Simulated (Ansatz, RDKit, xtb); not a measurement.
# Isomers of C5H6F3N, a sample narrowed down

Which of a sample of isomers of C5H6F3N is the most stable in the gas at 298.15 K, and what are its properties? The sample is small against all isomers, and the most stable one of this formula need not be in it.

Plan: many cheap relaxations first (GFN2-xTB), then density-functional screening, relaxation at r2SCAN-D4/def2-SVP, vibrations (at GFN2-xTB) and a final energy. The numbers are computed, not measured.

## Step 1: Possible bonding patterns

Isomers were taken from a list of plausible structures; this is a sample, not all of them. That gives 14 candidates.

| label | SMILES | spin |
| --- | --- | --- |
| c030 | C#CCNCC(F)(F)F | singlet |
| c110 | C=NC/C=C/C(F)(F)F | singlet |
| c149 | C=C/C(=N/C)C(F)(F)F | singlet |
| c244 | C#C[C@](C)(N)C(F)(F)F | singlet |
| c245 | N=C1C[C@@H](F)[C@@H](F)[C@@H]1F | singlet |
| c280 | C=C[C@@H]1N[C@H]1C(F)(F)F | singlet |
| c403 | CC(=N)/C(=C\F)C(F)F | singlet |
| c441 | C=C(C)C(=N)C(F)(F)F | singlet |
| c489 | FC(F)[C@]1(F)C=NCC1 | singlet |
| c514 | C=N/C(=C\C)C(F)(F)F | singlet |
| c629 | N[C@@H]1CC=C1C(F)(F)F | singlet |
| c718 | C=C/C=N\CC(F)(F)F | singlet |
| c908 | C=NC(=C)CC(F)(F)F | singlet |
| c996 | CC(=N)CC(F)=C(F)F | singlet |

Candidates are built by distance geometry, with a force field where one applies, in up to four conformers (letters a to d).

## Step 2: Search with GFN2-xTB

All 35 starts are relaxed the same way. One of them, c908a (taken from a list of plausible isomers, embedded by distance geometry and MMFF94), in full:

start.xyz

```xyz
15
c908a
C      1.821991     0.363854    -2.072295
C      0.881644     0.559510    -0.082828
C      0.387715     1.775827     0.173122
C      0.237029    -0.666746     0.603752
C     -0.663404    -1.433017    -0.274528
F     -1.231899    -2.472029     0.377628
F     -1.737953    -0.661307    -0.625691
F     -0.132485    -1.879171    -1.391342
N      2.016093     0.350963    -0.759870
H      2.713719     0.205617    -2.687581
H      0.895582     0.475898    -2.553624
H     -0.445156     1.966383     0.791429
H      0.911427     2.615152    -0.252175
H     -0.301971    -0.375784     1.520109
H      1.054173    -1.329622     0.959163
```

Started as:

```console
$ xtb start.xyz --gfn 2 --opt
```

Standard output, cut to the lines that bear on the results:

```text
* xtb version 6.7.1
[...]
          :  # basis functions                  42          :
[...]
          :  # electrons                        52          :
[...]
          :  Hamiltonian                  GFN2-xTB          :
[...]
          :  net charge                          0          :
          :  unpaired electrons                  0          :
[...]
   *** convergence criteria satisfied after 11 iterations ***
[...]
   *** GEOMETRY OPTIMIZATION CONVERGED AFTER 16 ITERATIONS ***
[...]
   *** convergence criteria satisfied after 3 iterations ***
[...]
         ::                     SUMMARY                     ::
         :::::::::::::::::::::::::::::::::::::::::::::::::::::
         :: total energy             -30.843452193667 Eh    ::
         :: gradient norm              0.000871064149 Eh/a0 ::
         :: HOMO-LUMO gap              3.079237934618 eV    ::
         ::.................................................::
         :: SCC energy               -31.125737202199 Eh    ::
         :: -> isotropic ES            0.048593809362 Eh    ::
         :: -> anisotropic ES          0.001155061076 Eh    ::
         :: -> anisotropic XC         -0.002938248764 Eh    ::
         :: -> dispersion             -0.010181585150 Eh    ::
         :: repulsion energy           0.282285008532 Eh    ::
         :: add. restraining           0.000000000000 Eh    ::
         :: total charge               0.000000000000 e     ::
         :::::::::::::::::::::::::::::::::::::::::::::::::::::
[...]
        26        2.0000           -0.3908467             -10.6355 (HOMO)
        27                         -0.2776868              -7.5562 (LUMO)
[...]
     #   Z          covCN         q      C6AA      α(0)
     1   6          2.800     0.041    27.057     8.521
     2   6          2.911     0.081    26.203     8.394
     3   6          2.844    -0.112    30.834     9.100
     4   6          3.813    -0.091    22.220     6.709
     5   6          3.332     0.489    17.300     6.595
     6   9          0.791    -0.209    11.326     3.975
     7   9          0.791    -0.207    11.303     3.971
     8   9          0.791    -0.205    11.282     3.968
     9   7          1.832    -0.170    25.484     7.481
    10   1          0.926     0.067     2.122     2.278
    11   1          0.924     0.034     2.532     2.488
    12   1          0.926     0.052     2.301     2.372
    13   1          0.926     0.051     2.302     2.373
    14   1          0.925     0.084     1.941     2.179
[...]
     #   Z sym  total        # sym  WBO       # sym  WBO       # sym  WBO
 ---------------------------------------------------------------------------
     1   6      3.961 --     9      1.921    10      0.966    11      0.953
     2   6      3.974 --     3      1.819     9      1.120     4      0.984
     3   6      3.984 --     2      1.819    12      0.975    13      0.974
     4   6      3.979 --     2      0.984    14      0.965    15      0.960
                             5      0.952
     5   6      3.830 --     4      0.952     8      0.951     7      0.948
                             6      0.944
     6   9      1.069 --     5      0.944
     7   9      1.072 --     5      0.948
     8   9      1.075 --     5      0.951
     9   7      3.193 --     1      1.921     2      1.120
    10   1      0.995 --     1      0.966
    11   1      0.999 --     1      0.953
[...]
molecular dipole:
                 x           y           z       tot (Debye)
 q only:        0.772       0.714       0.291
   full:        0.621       0.874       0.170       2.760
molecular quadrupole (traceless):
[...]
          | TOTAL ENERGY              -30.843452193667 Eh   |
          | GRADIENT NORM               0.000871064149 Eh/α |
          | HOMO-LUMO GAP               3.079237934618 eV   |
           -------------------------------------------------
[...]
```

It took 0.086 s on 4 threads of Arm Neoverse V2, shared host.

## Step 3: What the search left

35 of the 35 relaxations converged; 1 ended on a minimum already found. 34 distinct structures remain, the lowest 22 here:

| label | start | SMILES after | spin | energy (kcal/mol) |
| --- | --- | --- | --- | --- |
| c489c | drawn | FC(F)[C@]1(F)C=NCC1 | singlet | 0.0 |
| c489b | drawn | FC(F)[C@]1(F)C=NCC1 | singlet | 0.1 |
| c489a | drawn | FC(F)[C@]1(F)C=NCC1 | singlet | 2.3 |
| c245a | drawn | N=C1C[C@@H](F)[C@@H](F)[C@@H]1F | singlet | 4.4 |
| c245b | drawn | N=C1C[C@@H](F)[C@@H](F)[C@@H]1F | singlet | 4.8 |
| c514a | drawn | C=N/C(=C\C)C(F)(F)F | singlet | 17.7 |
| c908a | drawn | C=NC(=C)CC(F)(F)F | singlet | 18.2 |
| c908c | drawn | C=NC(=C)CC(F)(F)F | singlet | 19.3 |
| c908b | drawn | C=NC(=C)CC(F)(F)F | singlet | 19.6 |
| c149a | drawn | C=C/C(=N/C)C(F)(F)F | singlet | 21.0 |
| c441b | drawn | C=C(C)C(=N)C(F)(F)F | singlet | 21.1 |
| c718a | drawn | C=C/C=N\CC(F)(F)F | singlet | 21.5 |
| c149b | drawn | C=C/C(=N/C)C(F)(F)F | singlet | 22.0 |
| c718b | drawn | C=C/C=N\CC(F)(F)F | singlet | 22.0 |
| c441a | drawn | C=C(C)C(=N)C(F)(F)F | singlet | 22.3 |
| c718c | drawn | C=C/C=N\CC(F)(F)F | singlet | 23.5 |
| c403b | drawn | CC(=N)/C(=C\F)C(F)F | singlet | 24.2 |
| c280a | drawn | C=C[C@@H]1N[C@H]1C(F)(F)F | singlet | 24.5 |
| c403a | drawn | CC(=N)/C(=C\F)C(F)F | singlet | 24.7 |
| c110b | drawn | C=NC/C=C/C(F)(F)F | singlet | 25.2 |
| c280b | drawn | C=C[C@@H]1N[C@H]1C(F)(F)F | singlet | 25.4 |
| c403c | drawn | CC(=N)/C(=C\F)C(F)F | singlet | 25.8 |

## Step 4: Second filter: single points

A choice of the minima (the low ones first, few conformers of a pattern, up to a cap) and the lowest that fell apart get a single point at r2SCAN-D4/def2-SVP on the tight-binding geometry, and one at HF/STO-3G for comparison. The lowest singlets are also tried as triplets at the same geometry (label ending in t). Within 30 kcal/mol but not screened, among others: c489a, c908b, c718c, c110b, c280b, c403c, c110a, c996b, c403d, c629a and 3 more. The first, c489c:

input.yaml

```yaml
crystal:
  periodic: [false, false, false]
  atoms:
    - {symbol: C, position_ang: [1.937366, 0.899226, -0.601422]}
    - {symbol: C, position_ang: [0.484672, 0.510166, -0.912421]}
    - {symbol: C, position_ang: [-0.449225, 0.908175, 0.224809]}
    - {symbol: C, position_ang: [-0.710749, -1.298185, 0.168279]}
    - {symbol: C, position_ang: [0.236897, -0.997844, -1.017866]}
    - {symbol: F, position_ang: [2.251542, 0.552273, 0.667260]}
    - {symbol: F, position_ang: [2.807721, 0.241657, -1.399264]}
    - {symbol: F, position_ang: [0.144104, 1.181818, -2.075315]}
    - {symbol: N, position_ang: [-1.059452, -0.041005, 0.768419]}
    - {symbol: H, position_ang: [2.107312, 1.979311, -0.725385]}
    - {symbol: H, position_ang: [-0.578110, 1.932942, 0.526882]}
    - {symbol: H, position_ang: [-1.631758, -1.798985, -0.134862]}
    - {symbol: H, position_ang: [-0.233437, -1.912399, 0.934756]}
    - {symbol: H, position_ang: [1.165920, -1.559746, -0.951124]}
    - {symbol: H, position_ang: [-0.236263, -1.214986, -1.974202]}
basis:
  gaussian:
    orbitals: def2-SVP
magnetization:
  spin_polarized: false
hamiltonian:
  xc: r2scan
  dispersion: d4
scf:
  lower_state_search: off
```

Started as:

```console
$ ansatz run input.yaml --threads 4 --pin off --max-ram 7830MiB --events-out events.jsonl --progress --plain --runs-dir runs
```

Standard output, cut to the lines that bear on the results:

```text
Warning: RAYON_NUM_THREADS=4 ignored (pool sized by the plan → 4); use --threads N
Functional definition: r2SCAN
  name "r2SCAN"
[...]
1754 factors; their error is unknown
[...]
mean field -14903.96318766 eV, -547.7105448773 hartree, gradient 3.4e-6 eV, S^2 0.000000; 0 other end points of the search recorded, 0 dependent functions left out
reference -14903.96319654 eV, -547.7105452039 hartree; 35, 35 occupied and 121, 121 virtual orbitals, 1754 factors
Total energy: -14904.06075115 eV, -547.7141302695 hartree
Checks for a lower state left out: stability, starts, cluster_reference, orbital_swaps, neighbouring_geometries, increment
```

Run time: 2 s. Hardware: 4 threads of Arm Neoverse V2, shared host; peak memory 0.22 GiB.

Relative energies in kcal/mol, each column from its lowest structure that stays in one piece:

| label | SMILES | spin | GFN2-xTB | HF/STO-3G | r2SCAN-D4/def2-SVP |
| --- | --- | --- | --- | --- | --- |
| c441b | C=C(C)C(=N)C(F)(F)F | singlet | 21.1 | 32.8 | 0.0 |
| c489b | FC(F)[C@]1(F)C=NCC1 | singlet | 0.1 | 0.1 | 2.3 |
| c489c | FC(F)[C@]1(F)C=NCC1 | singlet | 0.0 | 0.0 | 2.7 |
| c441a | C=C(C)C(=N)C(F)(F)F | singlet | 22.3 | 33.7 | 3.1 |
| c514a | C=N/C(=C\C)C(F)(F)F | singlet | 17.7 | 35.9 | 5.8 |
| c908a | C=NC(=C)CC(F)(F)F | singlet | 18.2 | 38.2 | 6.3 |
| c245a | N=C1C[C@@H](F)[C@@H](F)[C@@H]1F | singlet | 4.4 | 7.8 | 7.0 |
| c908c | C=NC(=C)CC(F)(F)F | singlet | 19.3 | 39.0 | 7.4 |
| c718b | C=C/C=N\CC(F)(F)F | singlet | 22.0 | 37.5 | 7.8 |
| c718a | C=C/C=N\CC(F)(F)F | singlet | 21.5 | 38.3 | 8.2 |
| c245b | N=C1C[C@@H](F)[C@@H](F)[C@@H]1F | singlet | 4.8 | 8.9 | 9.6 |
| c149a | C=C/C(=N/C)C(F)(F)F | singlet | 21.0 | 37.5 | 11.0 |
| c149b | C=C/C(=N/C)C(F)(F)F | singlet | 22.0 | 39.9 | 12.1 |
| c403b | CC(=N)/C(=C\F)C(F)F | singlet | 24.2 | 42.8 | 15.2 |
| c403a | CC(=N)/C(=C\F)C(F)F | singlet | 24.7 | 42.5 | 16.4 |
| c280a | C=C[C@@H]1N[C@H]1C(F)(F)F | singlet | 24.5 | 42.2 | 16.6 |
| c441bt | C=C(C)C(=N)C(F)(F)F | triplet | – | – | 75.4 |
| c489bt | FC(F)[C@]1(F)C=NCC1 | triplet | – | – | 96.2 |

Measured from c441b, GFN2-xTB misplaces c245b by 26 kcal/mol against r2SCAN-D4/def2-SVP, so minima dropped on its energies alone could hide the lowest isomer.

## Step 5: Refinement at r2SCAN-D4/def2-SVP

6 candidates are relaxed at r2SCAN-D4/def2-SVP (chosen among the lowest in one piece, one conformer a pattern). The first, c441b:

input.yaml

```yaml
crystal:
  periodic: [false, false, false]
  atoms:
    - {symbol: C, position_ang: [-1.647058, 2.138594, -0.406675]}
    - {symbol: C, position_ang: [-1.016676, 1.469089, 0.558326]}
    - {symbol: C, position_ang: [0.093241, 2.064246, 1.364936]}
    - {symbol: C, position_ang: [-1.353326, 0.090858, 0.918125]}
    - {symbol: C, position_ang: [-2.481644, -0.598889, 0.132384]}
    - {symbol: F, position_ang: [-3.662616, 0.029400, 0.252594]}
    - {symbol: F, position_ang: [-2.675030, -1.853141, 0.571393]}
    - {symbol: F, position_ang: [-2.219972, -0.694685, -1.181322]}
    - {symbol: "N", position_ang: [-0.731557, -0.496643, 1.840493]}
    - {symbol: H, position_ang: [-2.445484, 1.731818, -1.000836]}
    - {symbol: H, position_ang: [-1.364598, 3.151628, -0.637927]}
    - {symbol: H, position_ang: [0.993229, 1.465727, 1.246817]}
    - {symbol: H, position_ang: [0.290348, 3.085797, 1.056155]}
    - {symbol: H, position_ang: [-0.168972, 2.044350, 2.419915]}
    - {symbol: H, position_ang: [-1.009501, -1.453502, 2.042648]}
basis:
  gaussian: {orbitals: def2-SVP}
hamiltonian: {xc: r2scan, dispersion: d4}
scf: {lower_state_search: "off"}
relax: {f_tol: 0.006}
```

Started as:

```console
$ ansatz run input.yaml --threads 4 --pin off --max-ram 7830MiB --events-out events.jsonl --progress --plain --runs-dir runs
```

Standard output, cut to the lines that bear on the results:

```text
Warning: RAYON_NUM_THREADS=4 ignored (pool sized by the plan → 4); use --threads N
[...]
Functional definition: r2SCAN
  name "r2SCAN"
[...]
1754 factors; their error is unknown
[...]
mean field -14904.07969229 eV, -547.7148263436 hartree, gradient 7.2e-6 eV, S^2 0.000000; 0 other end points of the search recorded, 0 dependent functions left out
[...]
reference -14904.07970116 eV, -547.7148266695 hartree; 35, 35 occupied and 121, 121 virtual orbitals, 1754 factors
relax step   1: F+E_penalty+E_count = -14904.17741954 eV  Δ(F+E_penalty+E_count) = +0.000e0 eV  max|allowed force component| = 1.086e0 eV/Å  Δτ_max = 0.0000 Å  (20 SCF iters, accepted)
[...]
relax step   7: F+E_penalty+E_count = -14904.26141111 eV  Δ(F+E_penalty+E_count) = -1.433e-5 eV  max|allowed force component| = 1.093e-2 eV/Å  Δτ_max = 0.0030 Å  (24 SCF iters, accepted)
[...]
Atom 6 at    -2.665886    -1.873148     0.591538 Å, force     0.001220     0.002242     0.000040 eV/Å
Atom 7 at    -2.207821    -0.702584    -1.168738 Å, force     0.001363    -0.000172    -0.001359 eV/Å
Atom 8 at    -0.724630    -0.516885     1.850119 Å, force     0.001276     0.000179     0.000827 eV/Å
Atom 9 at    -2.459472     1.721125    -1.011659 Å, force    -0.000245    -0.000329    -0.000072 eV/Å
Atom 10 at    -1.361397     3.180241    -0.648890 Å, force     0.000065    -0.000041     0.000100 eV/Å
Atom 11 at     1.016632     1.477711     1.266877 Å, force     0.000125     0.000060     0.000293 eV/Å
Atom 12 at     0.299165     3.108439     1.048145 Å, force    -0.000285    -0.000431    -0.000206 eV/Å
Atom 13 at    -0.152653     2.065853     2.437705 Å, force     0.000036     0.000128     0.000130 eV/Å
Atom 14 at    -1.081569    -1.471356     1.973816 Å, force    -0.000116    -0.000530     0.000451 eV/Å
Dipole moment:     0.049557     0.182449    -0.042409 e Å
Checks for a lower state left out: stability, starts, cluster_reference, orbital_swaps, neighbouring_geometries, increment
```

Run time: 19 s. Hardware: 4 threads of Arm Neoverse V2, shared host; peak memory 0.23 GiB.

Energy change by step (eV): 0.0000, -0.0672, -0.0821, -0.0818, -0.0838, -0.0840, -0.0840, -0.0840.

After the run. Bond lengths: C1–C2 1.349 Å, C2–C3 1.500 Å, C2–C4 1.480 Å, C4–C5 1.533 Å, C5–F6 1.342 Å, C5–F7 1.344 Å, C5–F8 1.342 Å, C4–N9 1.278 Å, C1–H10 1.091 Å, C1–H11 1.094 Å, C3–H12 1.101 Å, C3–H13 1.098 Å, C3–H14 1.101 Å, N9–H15 1.027 Å. Some angles: C1–C2–C3 122.5°, C1–C2–C4 122.5°, C3–C2–C4 115.0°, C2–C4–C5 118.6°, C2–C4–N9 120.0°, C5–C4–N9 121.3°, C4–C5–F6 111.7°, C4–C5–F7 110.9°, C4–C5–F8 111.7°, F6–C5–F7 107.3°.

## Step 6: The relaxed candidates

| label | spin | r2SCAN-D4/def2-SVP (kcal/mol) | r2SCAN-D4/def2-SVP, relaxed (kcal/mol) | time |
| --- | --- | --- | --- | --- |
| c441b | singlet | 0.0 | 0.0 | 19 s |
| c489b | singlet | 2.3 | 2.4 | 26 s |
| c514a | singlet | 5.8 | 5.7 | 36 s |
| c245a | singlet | 7.0 | 6.2 | 31 s |
| c908a | singlet | 6.3 | 6.3 | 46 s |
| c718b | singlet | 7.8 | 8.2 | 18 s |

c441b: Bond lengths: C1–C2 1.349 Å, C2–C3 1.500 Å, C2–C4 1.480 Å, C4–C5 1.533 Å, C5–F6 1.342 Å, C5–F7 1.344 Å, C5–F8 1.342 Å, C4–N9 1.278 Å, C1–H10 1.091 Å, C1–H11 1.094 Å, C3–H12 1.101 Å, C3–H13 1.098 Å, C3–H14 1.101 Å, N9–H15 1.027 Å. Some angles: C1–C2–C3 122.5°, C1–C2–C4 122.5°, C3–C2–C4 115.0°, C2–C4–C5 118.6°, C2–C4–N9 120.0°, C5–C4–N9 121.3°, C4–C5–F6 111.7°, C4–C5–F7 110.9°, C4–C5–F8 111.7°, F6–C5–F7 107.3°.

c489b: Bond lengths: C1–C2 1.524 Å, C2–C3 1.520 Å, C2–C5 1.527 Å, C4–C5 1.543 Å, C1–F6 1.361 Å, C1–F7 1.354 Å, C2–F8 1.389 Å, C3–N9 1.272 Å, C4–N9 1.462 Å, C1–H10 1.106 Å, C3–H11 1.098 Å, C4–H12 1.104 Å, C4–H13 1.102 Å, C5–H14 1.102 Å, C5–H15 1.100 Å. Some angles: C1–C2–C3 112.0°, C1–C2–C5 113.7°, C1–C2–F8 105.5°, C3–C2–C5 101.6°, C3–C2–F8 111.4°, C5–C2–F8 112.8°, C2–C1–F6 108.8°, C2–C1–F7 110.0°, F6–C1–F7 108.0°, C2–C3–N9 115.5°.

c514a: Bond lengths: C2–C3 1.355 Å, C3–C4 1.485 Å, C2–C5 1.513 Å, C5–F6 1.350 Å, C5–F7 1.350 Å, C5–F8 1.342 Å, C1–N9 1.277 Å, C2–N9 1.392 Å, C1–H10 1.100 Å, C1–H11 1.104 Å, C3–H12 1.095 Å, C4–H13 1.104 Å, C4–H14 1.104 Å, C4–H15 1.097 Å. Some angles: C2–C3–C4 124.8°, C3–C2–C5 119.6°, C3–C2–N9 120.0°, C5–C2–N9 120.4°, C2–C5–F6 111.3°, C2–C5–F7 111.4°, C2–C5–F8 113.0°, F6–C5–F7 106.6°, F6–C5–F8 107.1°, F7–C5–F8 107.1°.

c245a: Bond lengths: C1–C2 1.518 Å, C2–C3 1.526 Å, C3–C4 1.530 Å, C1–C5 1.523 Å, C4–C5 1.518 Å, C3–F6 1.390 Å, C4–F7 1.368 Å, C5–F8 1.374 Å, C1–N9 1.266 Å, N9–H10 1.030 Å, C2–H11 1.102 Å, C2–H12 1.101 Å, C3–H13 1.102 Å, C4–H14 1.108 Å, C5–H15 1.107 Å. Some angles: C1–C2–C3 104.6°, C2–C1–C5 107.8°, C2–C1–N9 124.9°, C5–C1–N9 127.1°, C2–C3–C4 104.1°, C2–C3–F6 109.1°, C4–C3–F6 106.9°, C3–C4–C5 102.1°, C3–C4–F7 112.2°, C5–C4–F7 113.7°.

## Step 7: Are they minima? Harmonic frequencies

The lowest few in one piece go on as finalists (c718b drops out). In this search the thermal terms come from GFN2-xTB at its own nearest minimum. The first, c441b:

start.xyz

```xyz
15
c441b
C     -1.650125     2.150533    -0.418897
C     -1.013676     1.473267     0.558385
C      0.097692     2.076280     1.365490
C     -1.359147     0.079543     0.915007
C     -2.483510    -0.619654     0.142379
F     -3.653219     0.025283     0.275750
F     -2.665886    -1.873148     0.591538
F     -2.207821    -0.702584    -1.168738
N     -0.724630    -0.516885     1.850119
H     -2.459472     1.721125    -1.011659
H     -1.361397     3.180241    -0.648890
H      1.016632     1.477711     1.266877
H      0.299165     3.108439     1.048145
H     -0.152653     2.065853     2.437705
H     -1.081569    -1.471356     1.973816
```

Started as:

```console
$ xtb start.xyz --gfn 2 --ohess tight
```

Standard output, cut to the lines that bear on the results:

```text
* xtb version 6.7.1
[...]
          :  # basis functions                  42          :
[...]
          :  # electrons                        52          :
[...]
          :  Hamiltonian                  GFN2-xTB          :
[...]
          :  net charge                          0          :
          :  unpaired electrons                  0          :
[...]
   *** convergence criteria satisfied after 11 iterations ***
[...]
   *** GEOMETRY OPTIMIZATION CONVERGED AFTER 6 ITERATIONS ***
[...]
   *** convergence criteria satisfied after 3 iterations ***
[...]
         ::                     SUMMARY                     ::
         :::::::::::::::::::::::::::::::::::::::::::::::::::::
         :: total energy             -30.838843315731 Eh    ::
         :: gradient norm              0.000174206687 Eh/a0 ::
         :: HOMO-LUMO gap              2.919281039964 eV    ::
         ::.................................................::
         :: SCC energy               -31.121934687401 Eh    ::
         :: -> isotropic ES            0.050491730497 Eh    ::
         :: -> anisotropic ES         -0.000339675917 Eh    ::
         :: -> anisotropic XC         -0.002366862159 Eh    ::
         :: -> dispersion             -0.010244562043 Eh    ::
         :: repulsion energy           0.283091371669 Eh    ::
         :: add. restraining           0.000000000000 Eh    ::
         :: total charge               0.000000000000 e     ::
         :::::::::::::::::::::::::::::::::::::::::::::::::::::
[...]
        26        2.0000           -0.4171273             -11.3506 (HOMO)
        27                         -0.3098459              -8.4313 (LUMO)
[...]
molecular dipole:
                 x           y           z       tot (Debye)
 q only:        0.802       0.963       0.317
   full:        0.495       0.749       0.117       2.302
molecular quadrupole (traceless):
[...]
          | TOTAL ENERGY              -30.838843315730 Eh   |
          | TOTAL ENTHALPY            -30.724800006252 Eh   |
          | TOTAL FREE ENERGY         -30.769775677982 Eh   |
          | GRADIENT NORM               0.000174285756 Eh/α |
[...]
```

It took 0.15 s on 4 threads of Arm Neoverse V2, shared host.

## Step 8: Thermal terms of the finalists

As xtb prints them, at 298.15 K, with its own treatment of low modes:

| label | SMILES | spin | lowest mode (cm⁻¹) | zero-point (kcal/mol) | G − E (kcal/mol) |
| --- | --- | --- | --- | --- | --- |
| c441b | C=C(C)C(=N)C(F)(F)F | singlet | 36 | 65.0 | 43.3 |
| c489b | FC(F)[C@]1(F)C=NCC1 | singlet | 56 | 66.8 | 45.7 |
| c514a | C=N/C(=C\C)C(F)(F)F | singlet | 24i | 64.2 | 43.1 |
| c245a | N=C1C[C@@H](F)[C@@H](F)[C@@H]1F | singlet | 52 | 66.7 | 45.8 |
| c908a | C=NC(=C)CC(F)(F)F | singlet | 26 | 64.3 | 42.5 |

c514a keeps an imaginary mode, a small one that points to a nearly free motion; the harmonic terms are rough for it.

(Part 1 of 2 ends here.)
